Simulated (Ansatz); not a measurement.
# C4H4F4: one species, many methods

The task here is to estimate one member of a computed series from the others.

Method: functionals in def2-TZVPP, the program's frozen cores in correlated methods; program: Ansatz 0.2.0, Gaussian basis.

The runs, in order: LDA (SPW92), PBE-D4, revPBE-D4, BLYP-D4, r2SCAN-D4, B97M-V, PBE0-D4, B3LYP-D4, r2SCANh-D4, r2SCAN0-D4, HSE06-D4, BHLYP-D4, CAM-B3LYP-D4, LC-ωPBE, ωB97X-V, ωB97M-V, B2PLYP, PBE-QIDH; CCSD(T)/def2-SVP; CCSD(T)/def2-TZVPP; MP2/def2-QZVPP; extrapolation to the limit; RPA on PBE.

### Structure used throughout

All runs share one geometry, relaxed beforehand with PBE0-D4 in a triple-zeta def2 set.

SMILES `F[C@@H]1C[C@@H](F)C1(F)F`, 12 atoms, charge 0, spin multiplicity 1.

Atoms are counted from 1 here; the program's logs count them from 0.

Bond lengths: F1–C2 1.369 Å, C2–C3 1.537 Å, C2–C6 1.543 Å, C2–H9 1.090 Å, C3–C4 1.535 Å, C3–H10 1.091 Å, C3–H11 1.088 Å, C4–F5 1.358 Å, C4–C6 1.535 Å, C4–H12 1.093 Å, C6–F7 1.349 Å, C6–F8 1.337 Å. Angles: F1–C2–C3 112.0°, F1–C2–C6 111.3°, F1–C2–H9 109.5°, C3–C2–C6 87.7°, C3–C2–H9 118.7°, C6–C2–H9 116.1°, C2–C3–C4 89.1°, C2–C3–H10 111.1°, C2–C3–H11 116.1°, C4–C3–H10 110.9°, C4–C3–H11 117.7°, H10–C3–H11 110.5°, C3–C4–F5 117.7°, C3–C4–C6 88.1°, C3–C4–H12 112.8°, F5–C4–C6 117.1°, F5–C4–H12 109.5°, C6–C4–H12 110.2° and more.

Set-up of the first run:

Input file in.yaml:

```yaml
crystal:
  periodic: [false, false, false]
  atoms:
    - {symbol: F, position_ang: [1.394518, 0.132687, -1.535116]}
    - {symbol: C, position_ang: [1.080362, 0.048428, -0.205024]}
    - {symbol: C, position_ang: [0.102969, -1.102192, 0.084993]}
    - {symbol: C, position_ang: [-1.063377, -0.113082, -0.051796]}
    - {symbol: F, position_ang: [-2.085012, -0.214534, 0.837596]}
    - {symbol: C, position_ang: [-0.056133, 1.023961, 0.166168]}
    - {symbol: F, position_ang: [0.034622, 1.370814, 1.466501]}
    - {symbol: F, position_ang: [-0.191268, 2.136488, -0.562108]}
    - {symbol: H, position_ang: [1.990823, 0.125231, 0.389891]}
    - {symbol: H, position_ang: [0.199497, -1.448867, 1.114580]}
    - {symbol: H, position_ang: [0.136371, -1.942693, -0.604777]}
    - {symbol: H, position_ang: [-1.466374, -0.071340, -1.066909]}
basis:
  gaussian: {orbitals: def2-TZVPP}
hamiltonian: {xc: lda}
output: {orbitals: {seedname: orbitals}}
```

Started as:

```
ansatz run in.yaml --threads 8 --pin off --events-out ev --progress --plain --max-ram 18278MiB
```

Among the steps run: LDA; PBE-D4 (GGA); revPBE-D4 (GGA); BLYP-D4 (GGA); r2SCAN-D4 (meta-GGA); B97M-V (meta-GGA); PBE0-D4 (hybrid); B3LYP-D4 (hybrid); r2SCANh-D4 (hybrid); r2SCAN0-D4 (hybrid); HSE06-D4 (hybrid); BHLYP-D4 (hybrid); CAM-B3LYP-D4 (range-separated); LC-ωPBE (range-separated); ωB97X-V (range-separated); ωB97M-V (range-separated); B2PLYP (double hybrid); PBE-QIDH (double hybrid).

One of the session's tables, all rows but one given; the rest of the session is left out.

It belongs to the step «Frontier levels by functional». 

| functional | HOMO (eV) | LUMO (eV) | gap (eV) |
| --- | --- | --- | --- |
| LDA (SPW92) | -7.55 | -0.86 | 6.69 |
| PBE-D4 | -7.36 | -0.57 | 6.79 |
| revPBE-D4 | -7.28 | -0.46 | 6.82 |
| BLYP-D4 | -7.34 | -0.46 | 6.88 |
| r2SCAN-D4 | -7.71 | -0.17 | 7.54 |
| B97M-V | -7.87 | -0.23 | 7.64 |
| PBE0-D4 | -9.04 | 0.49 | 9.53 |
| B3LYP-D4 | -8.85 | 0.21 | 9.06 |
| r2SCANh-D4 | -8.34 | 0.20 | 8.54 |
| r2SCAN0-D4 | -9.27 | 0.75 | 10.03 |
| HSE06-D4 | -8.63 | 0.11 | 8.74 |
| BHLYP-D4 | -10.71 | 1.49 | 12.20 |
| CAM-B3LYP-D4 | -10.58 | 1.53 | 12.11 |
| LC-ωPBE | ? | ? | ? |
| ωB97X-V | -11.50 | 2.69 | 14.19 |
| ωB97M-V | -11.41 | 2.40 | 13.80 |

Estimate the missing values for LC-ωPBE.

The run gave: HOMO (eV): -11.82; LUMO (eV): 2.80; gap (eV): 14.62. In the column «HOMO (eV)» it is the lowest.
